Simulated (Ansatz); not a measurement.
# WCH₂+ (sextet): wave-function methods side by side at a displaced geometry (v2), def2-SVP

An exercise on one series of results from a longer session: the logs are not shown, and one member is left open.

Computed with Ansatz 0.2.0, Gaussian basis. Level: def2-SVP, core rule «outside noble gas», up to 5 orbitals frozen.

The runs, in order: UHF; CCSD(T) on ROHF; CCSD(T) on UHF; CISD as a restricted active space (open shells left free, so some higher excitations enter); CCSDT(Q) on ROHF; CCSDT(Q) on UHF.

14 further runs of the same task are left out: 4 that didn't finish, 10 set aside as unsound or not needed. Runs told in other sessions of the task aren't counted.

## The system

The geometry is a PBE0/def2-TZVP stationary point (not a proven minimum) with its atoms shifted at random (size 0.100 Å). No spin-orbit coupling is included. Elements past krypton take def2 core potentials.

4 atoms, charge 1, spin multiplicity 6.

Atoms are counted from 1 here; the program's logs count them from 0.

Bond lengths: W1–C2 2.007 Å, C2–H3 1.128 Å, C2–H4 1.028 Å. Angles: W1–C2–H3 121.6°, W1–C2–H4 123.9°, H3–C2–H4 111.4°.

Set-up of the first run:

File in.yaml:

```yaml
crystal:
  periodic: [false, false, false]
  atoms:
    - {symbol: W, position_ang: [0.010484, 0.000018, 0.147864]}
    - {symbol: C, position_ang: [-0.154390, 0.008392, -1.852548]}
    - {symbol: H, position_ang: [-0.077770, -0.941586, -2.456180]}
    - {symbol: H, position_ang: [0.005339, 0.838253, -2.437965]}
basis:
  gaussian: {orbitals: def2-SVP}
total_charge: 1
magnetization: {spin_polarized: true, initial_magnetization: 5}
hamiltonian: {xc: hf}
output: {orbitals: {seedname: orbitals}}
```

Started as:

```console
$ ansatz run in.yaml --threads 1 --pin off --events-out ev --progress --plain --max-ram 2393MiB
```

Among the steps run: UHF; CCSD(T) on ROHF; CCSD(T) on UHF; CISD as a restricted active space (open shells left free, so some higher excitations enter); CCSDT(Q) on ROHF; CCSDT(Q) on UHF.

One of the session's tables, all rows but one given; the rest of the session is left out.

```
   method  from RCCSDT(Q) (kcal/mol)
     ROHF                    +138.48
      UHF                    +134.49
     RMP2                     +20.13
     UMP2                     +18.33
    RCCSD                      +5.06
    UCCSD                      +2.93
 RCCSD(T)                      +0.77
 UCCSD(T)                      -1.33
   RCCSDT                          ?
   UCCSDT                      -1.86
RCCSDT(Q)                          0
UCCSDT(Q)                      -2.13
```

**Question.** Estimate the row for RCCSDT.

The run gave: from RCCSDT(Q) (kcal/mol): +0.24. In the column «from RCCSDT(Q) (kcal/mol)» it lies between RCCSDT(Q) (0) and RCCSD(T) (+0.77).

Not comparable, so not listed: CISD as a restricted active space (open shells left free, so some higher excitations enter) (they don't share determinant, frozen orbitals or solution with the rows shown, or repeat one).

Caveats from the session: Restricted and unrestricted rows rest on different reference determinants; a gap between their highest levels can come from leftover correlation error, from unlike frozen cores or from another state.
